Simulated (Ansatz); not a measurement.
I need a check of PAW against all-electron LAPW of EuN, space group Fm-3m. Use the Ansatz DFT code, driven from Python. Level of theory (first run): PBEsol, PAW, the default cutoff (420 eV here), 5×5×5 k-points, Fermi-Dirac smearing of 0.01 eV, collinear spin.

```yaml
crystal:
  lattice:
    - [0.00000, 2.50700, 2.50700]
    - [2.50700, 0.00000, 2.50700]
    - [2.50700, 2.50700, 0.00000]
  atoms:
    - { symbol: Eu, position: [0.00000, 0.00000, 0.00000] }
    - { symbol: N, position: [0.50000, 0.50000, 0.50000] }
```

The script, `paw_lapw.py`:
```python
import ansatz
import numpy as np
import pandas as pd


def count_gap(report):
    # lowest empty less highest filled band, counting bands; zero where they overlap
    return max(report.get('gap_by_band_count_ev') or 0.0, 0.0)


def main() -> None:
    cell = (
        ansatz.Lattice.fcc(5.014)
        .space_group(225)
        .atom('Eu', (0.0, 0.0, 0.0))
        .atom('N', (0.5, 0.0, 0.0))
        .primitive()
        .moments(Eu=9.1)
    )

    setup = (
        cell.calculation()
        .functional('pbesol')
        .kpoints(density=1.9)
        .occupations(ansatz.OccupationsMethod.FERMI_DIRAC, width=0.01)
        .spin(ansatz.SpinTreatment.COLLINEAR)
        .mixing('anderson', ndim=12, beta=0.2)
        .stress()
        .forces()
        .band_table()
    )
    variants = {
        'PAW': setup.pseudopotentials('paw'),
        'LAPW': setup.pseudopotentials('all_electron', lapw=True),
    }
    rows = []
    for label, variant in variants.items():
        summary = variant.run(threads=1).report
        levels = np.array(summary['eigenvalues_ev'][0]) - summary['fermi_energy_ev']
        print(label, 'levels at the first k-point near E_F:', np.round(levels[np.abs(levels) < 5], 3))
        rows.append((label, summary['n_electrons'], np.trace(summary['stress_gpa']) / 3, count_gap(summary), summary['magnetization_mub']))
    print(pd.DataFrame(rows, columns=['treatment', 'electrons in bands', 'P GPa', 'gap by band count eV', 'moment muB']).round(4).to_string(index=False))


if __name__ == '__main__':
    main()
```

```console
$ python paw_lapw.py
DeckWarning: basis.ecutwfc = 420 eV, auto-derived from the records' recommended cutoffs: set by Eu (normal level)
DeckWarning: where an SCF of this run starts from atoms to list the orders of its open shells, Eu (site 0, from 0) starts with 6.32 μB on its 4f shell and 0.68 μB on its 5d shell, in the place of the 9.10 μB that the deck gives it: its open shells can hold no more by Hund's first rule. To start from spheres of the given moment, type scf.initial_density.shell_occupations: []
PAW levels at the first k-point near E_F: [-1.279 -1.279 -1.279 -0.561 -0.239 -0.239 -0.239  1.453  1.453  1.453
  3.23   3.23   3.23   3.859]
DeckWarning: where an SCF of this run starts from atoms to list the orders of its open shells, Eu (site 0, from 0) starts with 7.00 μB on its 4f shell, in the place of the 9.10 μB that the deck gives it: its open shells can hold no more by Hund's first rule. To start from spheres of the given moment, type scf.initial_density.shell_occupations: []
LAPW levels at the first k-point near E_F: [-1.274 -1.274 -1.274 -0.564 -0.243 -0.243 -0.243  1.458  1.458  1.458
  3.245  3.245  3.245  3.869]
treatment  electrons in bands   P GPa  gap by band count eV  moment muB
      PAW                22.0 -3.5609                   0.0         6.0
     LAPW                42.0 -3.3643                   0.0         6.0
```
(Warnings from the package without file and line.)

PAW gives -3.561 GPa and LAPW -3.364 GPa, 0.20 GPa apart. They took 2.9 and 29.3 s of processor time.

What to keep in mind:
- The settings weren't tested for convergence.
- Open f shells: without a Hubbard U, without spin-orbit coupling; the state reached hangs on the start and needn't be the lowest.
- Without U the f states sit at the Fermi level and can close a real gap.
- The computed bands are complete only to about 5.4 eV above the Fermi level.
- The mesh is modest for a metal, so energies can be off by several to tens of meV an atom and pressures by half a GPa or more; differences at equal mesh fare better.
- A gap by band count of zero or less means overlapping bands, a metal.
- The starting cell is as deposited in a crystallographic database; the results hold for this polymorph, which needn't be the stable one.
- Gaps and levels are Kohn-Sham values on a finite set of k-points, without spin-orbit coupling.
- Pressure is positive in compression; the treatments may keep other shells as core, so totals and counts of electrons can differ.
- Finished in 34 s on 1 thread of Arm Neoverse V1, with other jobs on the host, peak memory 0.57 GiB.
